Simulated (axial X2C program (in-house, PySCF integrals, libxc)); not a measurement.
# In₂⁺: properties at the nuclei

Aim: properties at the nuclei of In₂⁺, with spin–orbit coupling in the Hamiltonian from the start.

Computed with an in-house X2C program for linear molecules on PySCF integrals. Level: two-component X2C with atomic mean-field terms, In dyall-cv3z.

All values are calculated.

### Step 1. The job

task.json reads:

```json
{"zs": [49, 49], "q": 1, "bas": ["dyall-cv3z", "dyall-cv3z"], "r0": 2.84, "levels": ["PBE0", "HF", "LDA", "BP86", "TPSSh"], "nst": 3}
```

Keys: zs atomic numbers; q charge; bas basis sets; r0 starting distance in Å; levels methods (HF also brings MP2); nst determinants followed.

Launch:

```bash
python soeom.py task.json out
```

Further steps of the session: Expectation values, lowest determinant; Expectation values, a higher determinant.

What does the calculation give? Wanted: lowest determinant; A∥/gI In; qzz In; higher determinant (for each run or level that gives them).

As calculated:

| quantity | value |
| --- | --- |
| lowest determinant | Ω = 1/2 (excess of +ω over −ω: ω = 1/2) |
| A∥/gI In (MHz), PBE0 | 379 |
| qzz In (a.u.), PBE0 | -3.40 |
| higher determinant | Ω = 3/2 (excess of +ω over −ω: ω = 3/2) |
| A∥/gI In (MHz), PBE0, higher determinant | 57.7 |
| qzz In (a.u.), PBE0, higher determinant | 1.28 |

**Reading.** The expectation values come from single determinants, which for open shells can mix terms of unlike spin or miss the lowest Ω, so a determinant need not be a state. A∥ is the parallel hyperfine constant, which follows by multiplying with the nuclear g factor gI = μI/(I μN); qzz is the electric field gradient, eQq0 = 234.96 MHz × Q/barn × qzz. The operators were transformed with the bare-nucleus X2C matrices.
